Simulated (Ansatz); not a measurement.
# HfH4+ (doublet): wave-function methods side by side, def2-TZVPP

One table from this session's results is given with a row withheld; the runs are named, their logs left out.

Program: Ansatz 0.2.0, Gaussian basis. Level of theory: def2-TZVPP, core rule «outside noble gas», up to 4 orbitals frozen. These are calculated values, not measurements.

The runs, in order: UHF; CCSD(T) on ROHF; CCSD(T) on UHF; CCSDT(Q) on ROHF; CCSDT(Q) on UHF.

7 further runs of the same task are left out: 4 for a known fault of the program, 3 set aside as unsound or not needed.

### What is computed

The geometry is a PBE0/def2-TZVP stationary point (not a proven minimum) of the parent state, kept for this charge and spin. No spin-orbit coupling is included. Elements past krypton take def2 core potentials.

5 atoms, charge 1, spin multiplicity 2.

Atoms are counted from 1 here; the program's logs count them from 0.

Bond lengths: Hf1–H2 1.847 Å, Hf1–H3 1.847 Å, Hf1–H4 1.847 Å, Hf1–H5 1.847 Å. Angles: H2–Hf1–H3 109.5°, H2–Hf1–H4 109.5°, H2–Hf1–H5 109.5°, H3–Hf1–H4 109.5°, H3–Hf1–H5 109.5°, H4–Hf1–H5 109.5°.

Set-up of the first run:

The input, in.yaml:

```yaml
crystal:
  periodic: [false, false, false]
  atoms:
    - {symbol: Hf, position_ang: [0.000000, 0.000000, 0.000000]}
    - {symbol: H, position_ang: [1.065164, 1.067974, 1.066043]}
    - {symbol: H, position_ang: [-1.068670, -1.063768, 1.066739]}
    - {symbol: H, position_ang: [-1.064115, 1.064810, -1.070247]}
    - {symbol: H, position_ang: [1.067621, -1.069016, -1.062534]}
basis:
  gaussian: {orbitals: def2-TZVPP}
total_charge: 1
magnetization: {spin_polarized: true, initial_magnetization: 1}
hamiltonian: {xc: hf}
output: {orbitals: {seedname: orbitals}}
```

Command:

```bash
> ansatz run in.yaml --threads 1 --pin off --events-out ev --progress --plain --max-ram 4096MiB --backend cpu
```

Steps of the session up to this table: UHF; CCSD(T) on ROHF; CCSD(T) on UHF; CCSDT(Q) on ROHF; CCSDT(Q) on UHF.

One of the session's tables, all rows but one given; the rest of the session is left out.

| method | from UCCSDT(Q) (meV) |
| --- | --- |
| UHF | +3619.9 |
| RMP2 | +938.6 |
| UMP2 | ? |
| RCCSD | +137.8 |
| UCCSD | +117.7 |
| RCCSD(T) | +35.2 |
| UCCSD(T) | +29.6 |
| RCCSDT | +12.3 |
| UCCSDT | +2.4 |
| RCCSDT(Q) | +10.7 |
| UCCSDT(Q) | 0 |

**Question.** Estimate the row for UMP2.

The run gave: from UCCSDT(Q) (meV): +835.9. In the column «from UCCSDT(Q) (meV)» it lies between RCCSD (+137.8) and RMP2 (+938.6).

Left out of the table: ROHF (another determinant or state than the rows shown).

The program flags RCCSD(T), UCCSD(T), RCCSDT(Q) as in doubt (see the logs), so those rows may rest on another solution; read them beside their warnings.

To keep in mind: The report flags that the cluster equations may have other roots. The program flags RCCSD(T), UCCSD(T), RCCSDT(Q) as in doubt, so those rows may rest on another solution; read them beside their warnings. Restricted and unrestricted rows rest on different reference determinants; where their highest levels disagree by more than a few hundredths of an eV, they describe different states and don't form one ladder. Warnings in the runs' records: other roots, asymmetric forces.
